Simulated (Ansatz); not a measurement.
# SiSn2: the cost of one run

Program: Ansatz 0.2.0. Level of theory: DFT PBE, scalar-relativistic, plane waves, PAW. These are calculated values, not measurements.

### Step 1. The structure to begin with

It takes space group P-3m1 (No. 164, trigonal). Conventional cell: a = 3.077 Å, b = 3.077 Å, c = 17.406 Å, α = 90.00°, β = 90.00°, γ = 120.00°. Si (site symmetry 3m) has 9 Si at 3.08 to 3.40 Å and 3 Sn at 3.40 Å as nearest neighbours. Sn (site symmetry 3m) is surrounded by 12 Sn at 3.08 to 3.40 Å. Sn (site symmetry 3m) has 9 Sn at 3.08 to 3.40 Å and 3 Si at 3.40 Å as nearest neighbours.

As a file:

```xyz
6
Lattice="3.0766 0.0000 0.0000 -1.5383 2.6644 0.0000 0.0000 0.0000 17.4057" Properties=species:S:1:pos:R:3 pbc="T T T"
Si    0.0000    1.7763    7.2524
Si    1.5383    0.8881   10.1533
Sn    0.0000    1.7763    1.4505
Sn    0.0000    1.7763   13.0543
Sn    1.5383    0.8881    4.3514
Sn    1.5383    0.8881   15.9552
```

The start is an ordering of an alloy on its end members' structure types: elements ordered on the sites of the Cd type, Si/Sn on Cd (P-3m1, No. 164).

### Step 2. The guess as it stands, on a coarse mesh

input.yaml

```yaml
crystal:
  lattice:
    - [3.07657562, 0.0, 0.0]
    - [-1.53828781, 2.66439264, 0.0]
    - [0.0, 0.0, 17.40571996]
  atoms:
    - { symbol: Si, position: [0.33333333, 0.66666667, 0.41666667] }
    - { symbol: Si, position: [0.66666667, 0.33333333, 0.58333333] }
    - { symbol: Sn, position: [0.33333333, 0.66666667, 0.08333333] }
    - { symbol: Sn, position: [0.33333333, 0.66666667, 0.75] }
    - { symbol: Sn, position: [0.66666667, 0.33333333, 0.25] }
    - { symbol: Sn, position: [0.66666667, 0.33333333, 0.91666667] }
basis:
  ecutwfc: 420
kpoints:
  mp_grid: { grid: [6, 6, 1] }
hamiltonian:
  xc: pbe
scf:
  occupations: { method: gaussian, width: 0.1 }
  lower_state_search: "off"
output:
  forces: true
  stress: true
  eigenvalues: true
```

Started as:

```bash
> ansatz run input.yaml --threads 1 --pin off --max-ram 2560MiB --backend cpu --events-out ev --progress --plain --runs-dir out
```

Q: Estimate wall time and peak memory on 1 thread of Intel Xeon at 2.50GHz (Skylake/Cascade Lake), shared host.

About 5.7 s, with a peak of 0.41 GiB.
